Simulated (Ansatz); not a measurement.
**TeH₂Se (SMILES [SeH][TeH]): functionals against CCSD(T) at one geometry**

An exercise on one series of results from a longer session: the logs are not shown, and one member is left open.

Program: Ansatz 0.2.0, Gaussian basis. Level of theory: single points in def2-TZVPP. These are calculated values, not measurements.

Cores are frozen in the correlated methods. Filled d shells of the heavier atoms are correlated. Core potentials replace the inner electrons past krypton, and spin-orbit coupling is left out.

## The system as given

SMILES `[SeH][TeH]`, 4 atoms, charge 0, spin multiplicity 1.

Atoms are counted from 1 here; the program's logs count them from 0.

Bond lengths: Se1–Te2 2.518 Å, Se1–H3 1.623 Å, Te2–H4 1.519 Å. Angles: Te2–Se1–H3 105.6°, Se1–Te2–H4 99.3°.

Geometry (Å):

```mol
H2SeTe
  3D, bonds by distance, orders not assigned

  4  3  0  0  0  0  0  0  0  0999 V2000
    0.4091   -1.1672    0.4013 Se  0  0
    0.5286    1.2959   -0.1057 Te  0  0
   -1.0484   -1.4024    1.0764 H   0  0
   -0.2076    1.3084   -1.4343 H   0  0
  1  2  8  0
  1  3  8  0
  2  4  8  0
M  END
```

The first run:

run/in.yaml reads:

```yaml
crystal:
  periodic: [false, false, false]
  atoms:
    - {symbol: Se, position_ang: [0.409100, -1.167200, 0.401300]}
    - {symbol: Te, position_ang: [0.528600, 1.295900, -0.105700]}
    - {symbol: H, position_ang: [-1.048400, -1.402400, 1.076400]}
    - {symbol: H, position_ang: [-0.207600, 1.308400, -1.434300]}
basis:
  gaussian: {orbitals: def2-TZVPP}
correlation: {method: ccsd_t}
output: {forces: true}
```

The command line of these runs was not kept.

Among the steps run: CCSD(T)/def2-TZVPP; PBE0-D4/def2-TZVPP; wB97M-V/def2-TZVPP; r2SCAN-D4/def2-TZVPP; PBE-D4/def2-TZVPP; revPBE-D4/def2-TZVPP; B97M-V/def2-TZVPP.

One table of the session follows, with a row left open; its other results are not shown here.

| method | RMS force component (eV/Å) | angle to CCSD(T) forces (°) | dipole (D) |
| --- | --- | --- | --- |
| CCSD(T) | 1.567 | reference | 0.86 |
| PBE0-D4 | 1.631 | 3.4 | 0.87 |
| wB97M-V | 1.604 | 2.7 | 0.88 |
| r2SCAN-D4 | 1.617 | 3.6 | 0.88 |
| PBE-D4 | 1.648 | 8.1 | 0.81 |
| revPBE-D4 | ? | ? | ? |
| B97M-V | 1.622 | 3.3 | 0.87 |

**Question.** Estimate the row for revPBE-D4.

As computed: RMS force component (eV/Å): 1.658; angle to CCSD(T) forces (°): 8.7; dipole (D): 0.80. In the column «RMS force component (eV/Å)» it is the highest.
